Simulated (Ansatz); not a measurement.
# TiO2: the cost of one run

Program: Ansatz 0.2.0. Level of theory: DFT, PBE, plane-wave PAW, default files, scalar-relativistic. These are calculated values, not measurements.

1 further run of the same task is left out (it didn't finish).

### 1 The starting structure

It takes space group Pbca (No. 61, orthorhombic). The conventional cell has a = 5.145 Å, b = 9.185 Å, c = 5.447 Å, α = 90.00°, β = 90.00°, γ = 90.00°. Ti (site symmetry 1) is surrounded by 6 O at 1.92 to 1.99 Å. Around O (site symmetry 1) lie 3 Ti at 1.96 to 1.99 Å. O (site symmetry 1) has 3 Ti at 1.92 to 1.95 Å as nearest neighbours.

Coordinates:

```cif
data_structure
_symmetry_space_group_name_H-M 'Pbca'
_symmetry_Int_Tables_number 61
_cell_length_a 5.1450
_cell_length_b 9.1850
_cell_length_c 5.4470
_cell_angle_alpha 90.000
_cell_angle_beta 90.000
_cell_angle_gamma 90.000
_cell_volume 257.41
loop_
_atom_site_label
_atom_site_type_symbol
_atom_site_symmetry_multiplicity
_atom_site_Wyckoff_symbol
_atom_site_fract_x
_atom_site_fract_y
_atom_site_fract_z
_atom_site_occupancy
Ti1 Ti 8 c 0.12700 0.12700 0.88700 1
O1 O 8 c 0.46500 0.23000 0.89500 1
O2 O 8 c 0.82000 0.01000 0.84500 1
```

The earlier run gave: gap on the mesh 2.15 eV, largest force 0.824 eV/Å, pressure 5.4 GPa.

Like atoms gathered into sites:

| site | atoms | first shell | V_zz (10²¹ V/m²) | η | C_Q (MHz) |
| --- | --- | --- | --- | --- | --- |
| Ti | 1, 2, 3, 4, … | 6 O at 1.92–1.99 Å | 1.38 | 0.19 | 8.22 (⁴⁹Ti) |
| O9 | 9, 10, 11, 12, … | 3 Ti at 1.96–1.99 Å | 2.40 | 0.73 | -1.49 (¹⁷O) |
| O17 | 17, 18, 19, 20, … | 3 Ti at 1.92–1.95 Å | 2.11 | 0.47 | -1.30 (¹⁷O) |

Conventions: |V_zz| ≥ |V_yy| ≥ |V_xx|, η = (V_xx − V_yy)/V_zz, C_Q = eQV_zz/h. Nuclear quadrupole moments: year-2017 set (Pyykkö).

### 2 Z stretched by -1 %, ions relaxed

File input.yaml:

```yaml
crystal:
  lattice:
    - [5.145, 0.0, 0.0]
    - [0.0, 9.185, 0.0]
    - [0.0, 0.0, 5.39253]
  atoms:
    - { symbol: Ti, position: [0.1386123597, 0.1289852453, 0.9055668835] }
    - { symbol: Ti, position: [0.6386123597, 0.3710147547, 0.0944331165] }
    - { symbol: Ti, position: [0.8613876403, 0.6289852453, 0.5944331165] }
    - { symbol: Ti, position: [0.3613876403, 0.8710147547, 0.4055668835] }
    - { symbol: Ti, position: [0.8613876403, 0.8710147547, 0.0944331165] }
    - { symbol: Ti, position: [0.3613876403, 0.6289852453, 0.9055668835] }
    - { symbol: Ti, position: [0.1386123597, 0.3710147547, 0.4055668835] }
    - { symbol: Ti, position: [0.6386123597, 0.1289852453, 0.5944331165] }
    - { symbol: O, position: [0.4646036592, 0.2298972109, 0.8912419732] }
    - { symbol: O, position: [0.9646036592, 0.2701027891, 0.1087580268] }
    - { symbol: O, position: [0.5353963408, 0.7298972109, 0.6087580268] }
    - { symbol: O, position: [0.0353963408, 0.7701027891, 0.3912419732] }
    - { symbol: O, position: [0.5353963408, 0.7701027891, 0.1087580268] }
    - { symbol: O, position: [0.0353963408, 0.7298972109, 0.8912419732] }
    - { symbol: O, position: [0.4646036592, 0.2701027891, 0.3912419732] }
    - { symbol: O, position: [0.9646036592, 0.2298972109, 0.6087580268] }
    - { symbol: O, position: [0.8160441053, 0.0097724521, 0.8506384302] }
    - { symbol: O, position: [0.3160441053, 0.4902275479, 0.1493615698] }
    - { symbol: O, position: [0.1839558947, 0.5097724521, 0.6493615698] }
    - { symbol: O, position: [0.6839558947, 0.9902275479, 0.3506384302] }
    - { symbol: O, position: [0.1839558947, 0.9902275479, 0.1493615698] }
    - { symbol: O, position: [0.6839558947, 0.5097724521, 0.8506384302] }
    - { symbol: O, position: [0.8160441053, 0.4902275479, 0.3506384302] }
    - { symbol: O, position: [0.3160441053, 0.0097724521, 0.6493615698] }
kpoints:
  mp_grid: { grid: [5, 3, 5] }
scf:
  occupations: { method: fermi_dirac, width: 0.02 }
hamiltonian:
  xc: pbe
  pseudopotentials: { kind: paw }
output:
  forces: true
  stress: true
  populations: true
  efg:
    quadrupole_moments_barn: { Ti: 0.247, O: -0.02558 }
    contact_densities: true
  write_density: true
  write_potential: true
  elf: true
  volumetric_format: npy
relax:
  f_tol: 0.02
  max_steps: 60
```

The run is started by

```console
> ansatz run input.yaml --threads 4 --pin off --max-ram 8192MiB --backend cpu --events-out ev --progress --plain --runs-dir out
```

What time and memory should one allow on 4 threads of Arm Neoverse V2, shared host?

About 45 s, with a peak of 1.2 GiB.
